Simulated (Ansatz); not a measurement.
# TeRu3: the cost of one run

Computed with Ansatz 0.2.0 (DFT PBE, scalar-relativistic, plane waves, PAW, unless a step's input says otherwise).

## 1. The structure to begin with

It takes space group Pm-3m (No. 221, cubic). Conventional cell: a = 4.125 Å, b = 4.125 Å, c = 4.125 Å, α = 90.00°, β = 90.00°, γ = 90.00°. Te (site symmetry m-3m) is surrounded by 12 Ru at 2.92 Å. Ru (site symmetry 4/mmm) has 4 Te at 2.92 Å and 8 Ru at 2.92 Å as nearest neighbours.

Coordinates:

```
CELL_PARAMETERS angstrom
4.12465 0.00000 0.00000
0.00000 4.12465 0.00000
0.00000 0.00000 4.12465
ATOMIC_POSITIONS crystal
Te 0.00000 0.00000 0.00000
Ru 0.00000 0.50000 0.50000
Ru 0.50000 0.00000 0.50000
Ru 0.50000 0.50000 0.00000
```

This is candidate A: Cu3Au (L1_2) type (Pm-3m, No. 221).

(A quick probe on a coarse mesh, which set the mesh and smearing, is not shown.)

## 3. Rough relaxation on the coarse mesh (candidate A)

input.yaml reads:

```yaml
crystal:
  lattice:
    - [4.1246452339, 0.0, 0.0]
    - [0.0, 4.1246452339, 0.0]
    - [0.0, 0.0, 4.1246452339]
  atoms:
    - { symbol: Te, position: [0.0, 0.0, 0.0] }
    - { symbol: Ru, position: [0.0, 0.5, 0.5] }
    - { symbol: Ru, position: [0.5, 0.0, 0.5] }
    - { symbol: Ru, position: [0.5, 0.5, 0.0] }
basis:
  ecutwfc: 420
kpoints:
  mp_grid: { grid: [4, 4, 4] }
hamiltonian:
  xc: pbe
scf:
  occupations: { method: gaussian, width: 0.1 }
  lower_state_search: "off"
output:
  forces: true
  stress: true
  eigenvalues: true
relax:
  adjacent_minimum: "off"
  f_tol: 0.04
  max_steps: 70
  cell: { stress_tol: 0.4 }
```

Started as:

```
$ ansatz run input.yaml --threads 1 --pin off --max-ram 2560MiB --backend cpu --events-out ev --progress --plain --runs-dir out
```

What time and memory should one allow on 1 thread of Intel Xeon 6975P-C (Granite Rapids), shared host?

About 4.6 s, with a peak of 0.41 GiB.
